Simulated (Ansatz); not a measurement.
# SiF (Pm-3m) in Ansatz: a series of runs

One crystal, SiF, is run at these levels: PBE; tasks: single point, equation of state.

Program: Ansatz 0.2.0. These are calculated values, not measurements. Logs are shortened: lines on timing, memory, paths and dates and some standing lists are left out, and cuts for length are marked.

## Step 1: The structure

It takes space group Pm-3m (No. 221, cubic). Conventional cell: a = 3.029 Å, b = 3.029 Å, c = 3.029 Å, α = 90.00°, β = 90.00°, γ = 90.00°. Around Si (site symmetry m-3m) lie 8 F at 2.62 Å. F (site symmetry m-3m) is surrounded by 8 Si at 2.62 Å.

The cell was built by a generator and needn't be a form met in nature.

## Step 2: Single point, PBE, 13.06 Å³/atom (volume scaled by 0.94)

Input file input.yaml:

```yaml
crystal:
  lattice:
    - [2.9667744889, 0.0, 0.0]
    - [0.0, 2.9667744889, 0.0]
    - [0.0, 0.0, 2.9667744889]
  atoms:
    - { symbol: Si, position: [0.5, 0.5, 0.5] }
    - { symbol: F, position: [0.0, 0.0, 0.0] }
hamiltonian:
  xc: pbe
  pseudopotentials: { kind: paw, source: jth }
kpoints:
  mp_grid: { grid: [9, 9, 9] }
scf:
  occupations: { method: fermi_dirac, width: 0.05 }
output:
  forces: true
  stress: true
  eigenvalues: true
```

Potentials or basis: JTH PAW.

On the command line:

```sh
$ ansatz run input.yaml --threads 2 --pin off --max-ram 5632MiB --backend cpu --events-out ev --progress --plain --runs-dir out
```

The log of the run:

```text
Warning: the checks of this Si dataset prove no rule for summing its radial tables, as where they were carried onto another mesh than they were made on, and Gregory's rule is taken, under which a leading mesh point left out moves its sums only by what lay on the interval it spanned. That does not make them correct, and they differ from Quantum ESPRESSO's on this file; a re-export a fraction of a mesh step off can move them. hamiltonian.pseudopotentials.radial_quadrature: simpson_from_first_knot sums it by `pw.x`'s rule; on a PAW file no value gives `pw.x`'s numbers. What more to know: hamiltonian.pseudopotentials.radial_quadrature, in the input reference
Warning: the checks of this F dataset prove no rule for summing its radial tables, as where they were carried onto another mesh than they were made on, and Gregory's rule is taken, under which a leading mesh point left out moves its sums only by what lay on the interval it spanned. That does not make them correct, and they differ from Quantum ESPRESSO's on this file; a re-export a fraction of a mesh step off can move them. hamiltonian.pseudopotentials.radial_quadrature: simpson_from_first_knot sums it by `pw.x`'s rule; on a PAW file no value gives `pw.x`'s numbers. What more to know: hamiltonian.pseudopotentials.radial_quadrature, in the input reference
Warning: RAYON_NUM_THREADS=2 ignored (pool sized by the plan → 2); use --threads N
Engine: ansatz 0.2.0, aarch64-unknown-linux-gnu
Pseudopotentials: kind: paw
Pseudopotential: Si, paw, valence charge 4, recommended cutoff 390 eV (normal), Si.paw.azcp
Pseudopotential: F, paw, valence charge 7, recommended cutoff 1500 eV (normal), F.paw.azcp
Functional definition: PBE
  parameter kappa = 0.804
  parameter beta = 0.06672455060314922
  exchange = pbe_x(kappa = kappa, mu = beta*pi^2/3)
  correlation = pbe_c(beta = beta)
Crystal: 2 atoms, lattice volume = 26.113 Å³
Basis set: ecut = 1500 eV, 3407 PW (Γ), exchange–correlation on 96×96×96 points (8 copies of the dense FFT grid, shifted against one another)
Bands: 10, of which v1, the nominal top of the filled ones, is band 6 counted from 1 (5 counted from 0)
Symmetry: 48 space group operations
Space group: Pm-3m (ITA 221), of the structure as read, at distance tolerance 3.0e-5 Å
k-points: 35 of 729
Non-local potential: Si, projectors of the file, l = 0: 2, l = 1: 2
Non-local potential: F, projectors of the file, l = 0: 2, l = 1: 2
PAW form: soft (Blöchl's): semilocal exchange-correlation on the pseudo side does not see the compensation charge
PAW one-centre angular grid: Si, 110 points (default); XC on 97 of its mesh's 825 points in the sphere
PAW one-centre angular grid: F, 110 points (default); XC on 64 Gauss nodes
Initial density: superposition of atomic densities (chi_scale 0.1, normalization cell), built separately for each of the 2 bonded fragments (scf.initial_density.interfragment_charge_transfer: auto; true builds it for the cell as a whole; a typed value also counts as a typed key of the start: scf.initial_density.chi_scale says what that changes, if anything)
Initial wavefunctions: pseudopotential atomic-orbital guess
Functional: x = pbe(κ = 0.804, μ = 0.2195149727645171), c = pbe(β = 0.06672455060314922)
SCF iter   1: F=—  HF=-1442.576687 eV  |F-HF|=—  |Δ(HF+E_count)|=         —  Δρ=1.02e-1  dr2=2.71e0  ethr=3.10e-3  ⟨swp⟩=7.7  Hψ=2977  notcnv=0
preconditioner: auto → none  [metal: Δε(μ)=0.129 eV  Ē_g=12.866 eV  σ=0.050 eV  W_gap=0.44  n_scr=6 (ndim 8)  ℏωp=21.8 eV  f_vac=0.004  D(μ)=1.93/eV (n_scr^D=18)  sad-step TF]
SCF iter   2: F=—  HF=-1442.077028 eV  |F-HF|=—  |Δ(HF+E_count)|=   5.00e-1  Δρ=5.19e-2  dr2=9.11e-1  ethr=3.10e-3  ⟨swp⟩=2.5  Hψ=894  notcnv=0  defer=5
SCF iter   3: F=—  HF=-1441.822850 eV  |F-HF|=—  |Δ(HF+E_count)|=   2.54e-1  Δρ=5.88e-3  dr2=6.27e-3  ethr=3.10e-3  ⟨swp⟩=2.5  Hψ=694  notcnv=0  defer=6
SCF iter   4: F=—  HF=-1441.821953 eV  |F-HF|=—  |Δ(HF+E_count)|=   8.97e-4  Δρ=7.87e-4  dr2=1.74e-4  ethr=5.70e-5  ⟨swp⟩=2.9  Hψ=864  notcnv=0  defer=8
SCF iter   5: F=—  HF=-1441.822066 eV  |F-HF|=—  |Δ(HF+E_count)|=   1.14e-4  Δρ=2.40e-4  dr2=1.03e-5  ethr=1.58e-6  ⟨swp⟩=3.9  Hψ=723  notcnv=0  defer=8
SCF iter   6: F=—  HF=-1441.822058 eV  |F-HF|=—  |Δ(HF+E_count)|=   8.82e-6  Δρ=8.76e-5  dr2=1.47e-6  ethr=9.40e-8  ⟨swp⟩=3.7  Hψ=771  notcnv=0  defer=8
SCF iter   7: F=—  HF=-1441.822048 eV  |F-HF|=—  |Δ(HF+E_count)|=   9.77e-6  Δρ=3.34e-5  dr2=2.02e-7  ethr=1.34e-8  ⟨swp⟩=3.1  Hψ=665  notcnv=0  defer=8
SCF iter   8: F=-1441.822046 eV  HF=-1441.822046 eV  |F-HF|=1.00e-7  |Δ(HF+E_count)|=   1.57e-6  Δρ=7.41e-6  dr2=9.52e-9  ethr=9.09e-10  ⟨swp⟩=11.6  Hψ=2609  notcnv=0
SCF 1 converged in 8 iterations: F = -1441.822046 eV  dr2 = 9.52e-9
SCF converged after 8 iterations
Free energy (F): -1441.822046 eV
Harris-Foulkes:  -1441.822046 eV  (|F-HF|=1.00e-7)
Internal energy: -1441.805286 eV  (E = F + TS)
E sigma→0 (E₀):  -1441.813666 eV
Entropy (-TS):   -0.016760 eV (-8.380 meV/atom)
Fermi energy:    7.831264 eV
--- Per-component energies (eV) ---
  E_band       = -12.735635
  E_kinetic    = 297.057418
  E_local      = -665.131467  (includes V_loc(G=0)·N_el)
  E_nonlocal   = 86.435393
  E_hartree    = 239.384034
  E_xc         = -155.491792
  E_vxc        = -163.654500  (∫ρ·V_xc dr)
  E_paw        = -687.509931  (= ΣΔE_a)
  E_vpaw       = -46.208022  (= ΣTr[D̂ρ^β])
  E_aug_tail   = -0.000017  (compensation charges beyond the density's cutoff)
  E_ewald      = -556.548925
  E_smearing   = -0.016760  (= −TS)
  E_closure    = -0.000000  (closes the sum)
  Σ components = -1441.822046   (vs F -1441.822046, Δ=0.00e0)
--- Forces (eV/Å), atoms counted from 1 ---
  atom   1  Si     0.00000000     0.00000000     0.00000000
  atom   2  F     -0.00000000     0.00000000    -0.00000000
  max |Σ_I F_I| component: 5.73e-31 eV/Å
--- Stress (GPa, compression-positive) ---
        5.344751       0.000000       0.000000
        0.000000       5.344751       0.000000
        0.000000       0.000000       5.344751
  P = ⅓ Tr σ = 5.3448 GPa (53.448 kbar)
--- Band table (eV; the first three rows and the last of 35) ---
  k-point 0: bands = ["-16.7407", "-1.3077", "2.2629", "2.2629", "2.2629", "13.3354", "13.3354", "13.3354", "13.6311", "13.6311"]
  k-point 1: bands = ["-16.7089", "-1.4310", "2.3024", "2.3024", "2.3760", "11.3262", "13.3201", "13.3201", "13.8017", "15.7714"]
  k-point 2: bands = ["-16.6268", "-1.7560", "2.4050", "2.4050", "2.7629", "9.3251", "13.2747", "13.2747", "14.2923", "18.1206"]
  k-point 34: bands = ["-16.1002", "1.1674", "1.3160", "1.3160", "4.6056", "6.9446", "6.9446", "7.8288", "17.1220", "17.3377"]
```

Wall time 2.5 s (2 threads of Arm Neoverse V1, shared host); peak memory 0.39 GiB.

What came out:

```
Free energy            : -1441.8220 eV
Pressure               : 5.3 GPa
Band gap on the k mesh : none (metal or under the smearing width)
```

Caveat: an odd number of electrons without spin polarisation forces a metal; a magnetic or distorted state may lie lower.

## Step 3: Single point, PBE, 13.33 Å³/atom (volume scaled by 0.96)

input.yaml, as its differences from that of step 2:

```diff
@@ -2,5 +2,5 @@
   lattice:
-    - [2.9667744889, 0.0, 0.0]
-    - [0.0, 2.9667744889, 0.0]
-    - [0.0, 0.0, 2.9667744889]
+    - [2.9876679553, 0.0, 0.0]
+    - [0.0, 2.9876679553, 0.0]
+    - [0.0, 0.0, 2.9876679553]
   atoms:
```

Potentials or basis: JTH PAW.

On the command line:

```sh
$ ansatz run input.yaml --threads 2 --pin off --max-ram 5632MiB --backend cpu --events-out ev --progress --plain --runs-dir out
```

Run time: 2.6 s. Hardware: 2 threads of Arm Neoverse V1, shared host; peak memory 0.39 GiB.

It converged, with:

```yaml
Free_energy: -1441.8371 eV
Pressure: 3.4 GPa
Band_gap_on_the_k_mesh: none (metal or under the smearing width)
```

Caveat: an odd number of electrons without spin polarisation forces a metal; a magnetic or distorted state may lie lower.

## Step 4: Single point, PBE, 13.61 Å³/atom (volume scaled by 0.98)

input.yaml, as its differences from that of step 3:

```diff
@@ -2,5 +2,5 @@
   lattice:
-    - [2.9876679553, 0.0, 0.0]
-    - [0.0, 2.9876679553, 0.0]
-    - [0.0, 0.0, 2.9876679553]
+    - [3.008273213, 0.0, 0.0]
+    - [0.0, 3.008273213, 0.0]
+    - [0.0, 0.0, 3.008273213]
   atoms:
```

On the command line:

```sh
$ ansatz run input.yaml --threads 2 --pin off --max-ram 5632MiB --backend cpu --events-out ev --progress --plain --runs-dir out
```

It took 2.7 s on 2 threads of Arm Neoverse V1, shared host; peak memory 0.39 GiB.

The run converged. Its results:

```yaml
Free_energy: -1441.8459 eV
Pressure: 1.7 GPa
Band_gap_on_the_k_mesh: none (metal or under the smearing width)
```

Caveat: an odd number of electrons without spin polarisation forces a metal; a magnetic or distorted state may lie lower.

## Step 5: Single point, PBE, 13.89 Å³/atom

input.yaml, as its differences from that of step 4:

```diff
@@ -2,5 +2,5 @@
   lattice:
-    - [3.008273213, 0.0, 0.0]
-    - [0.0, 3.008273213, 0.0]
-    - [0.0, 0.0, 3.008273213]
+    - [3.0286, 0.0, 0.0]
+    - [0.0, 3.0286, 0.0]
+    - [0.0, 0.0, 3.0286]
   atoms:
```

On the command line:

```sh
$ ansatz run input.yaml --threads 2 --pin off --max-ram 5632MiB --backend cpu --events-out ev --progress --plain --runs-dir out
```

It took 3.3 s on 2 threads of Arm Neoverse V1, shared host; peak memory 0.4 GiB.

It converged, with:

```yaml
Free_energy: -1441.8488 eV
Pressure: 0.1 GPa
Band_gap_on_the_k_mesh: none (metal or under the smearing width)
```

Caveat: an odd number of electrons without spin polarisation forces a metal; a magnetic or distorted state may lie lower.

## Step 6: Single point, PBE, 14.17 Å³/atom (volume scaled by 1.02)

input.yaml, as its differences from that of step 5:

```diff
@@ -2,5 +2,5 @@
   lattice:
-    - [3.0286, 0.0, 0.0]
-    - [0.0, 3.0286, 0.0]
-    - [0.0, 0.0, 3.0286]
+    - [3.0486575382, 0.0, 0.0]
+    - [0.0, 3.0486575382, 0.0]
+    - [0.0, 0.0, 3.0486575382]
   atoms:
```

Potentials or basis: JTH PAW.

On the command line:

```sh
$ ansatz run input.yaml --threads 2 --pin off --max-ram 5632MiB --backend cpu --events-out ev --progress --plain --runs-dir out
```

Wall time 3.1 s (2 threads of Arm Neoverse V1, shared host); peak memory 0.4 GiB.

It converged, with:

| Property | Result |
| --- | --- |
| Free energy | -1441.8467 eV |
| Pressure | -1.3 GPa |
| Band gap on the k mesh | none (metal or under the smearing width) |

Caveat: an odd number of electrons without spin polarisation forces a metal; a magnetic or distorted state may lie lower.

## Step 7: Single point, PBE, 14.45 Å³/atom (volume scaled by 1.04)

input.yaml, as its differences from that of step 6:

```diff
@@ -2,5 +2,5 @@
   lattice:
-    - [3.0486575382, 0.0, 0.0]
-    - [0.0, 3.0486575382, 0.0]
-    - [0.0, 0.0, 3.0486575382]
+    - [3.0684545704, 0.0, 0.0]
+    - [0.0, 3.0684545704, 0.0]
+    - [0.0, 0.0, 3.0684545704]
   atoms:
```

On the command line:

```sh
$ ansatz run input.yaml --threads 2 --pin off --max-ram 5632MiB --backend cpu --events-out ev --progress --plain --runs-dir out
```

Wall time 2.6 s (2 threads of Arm Neoverse V1, shared host); peak memory 0.4 GiB.

It converged, with:

| Item | Value |
| --- | --- |
| Free energy | -1441.8400 eV |
| Pressure | -2.5 GPa |
| Band gap on the k mesh | none (metal or under the smearing width) |

Caveat: an odd number of electrons without spin polarisation forces a metal; a magnetic or distorted state may lie lower.

## Step 8: Single point, PBE, 14.72 Å³/atom (volume scaled by 1.06)

input.yaml, as its differences from that of step 7:

```diff
@@ -2,5 +2,5 @@
   lattice:
-    - [3.0684545704, 0.0, 0.0]
-    - [0.0, 3.0684545704, 0.0]
-    - [0.0, 0.0, 3.0684545704]
+    - [3.087999394, 0.0, 0.0]
+    - [0.0, 3.087999394, 0.0]
+    - [0.0, 0.0, 3.087999394]
   atoms:
```

On the command line:

```sh
$ ansatz run input.yaml --threads 2 --pin off --max-ram 5632MiB --backend cpu --events-out ev --progress --plain --runs-dir out
```

Wall time 2.6 s (2 threads of Arm Neoverse V1, shared host); peak memory 0.4 GiB.

The run converged. Its results:

* Free energy: -1441.8292 eV
* Pressure: -3.7 GPa
* Band gap on the k mesh: none (metal or under the smearing width)

Caveat: an odd number of electrons without spin polarisation forces a metal; a magnetic or distorted state may lie lower.

## Step 9: Equation of state, PBE

Potentials or basis: JTH PAW.

This step only gathers the single runs of the series.

What came out:

```yaml
Equilibrium_volume: 13.91 Å³/atom
Bulk_modulus: 73 GPa
Pressure_derivative_of_the_bulk_modulus: 4.5
```

Energy against volume, from the lowest point:
| volume (Å³/atom) | energy (meV/atom) |
| --- | --- |
| 13.056 | 13.40 |
| 13.334 | 5.85 |
| 13.612 | 1.50 |
| 13.890 | 0.00 |
| 14.168 | 1.06 |
| 14.445 | 4.41 |
| 14.723 | 9.81 |
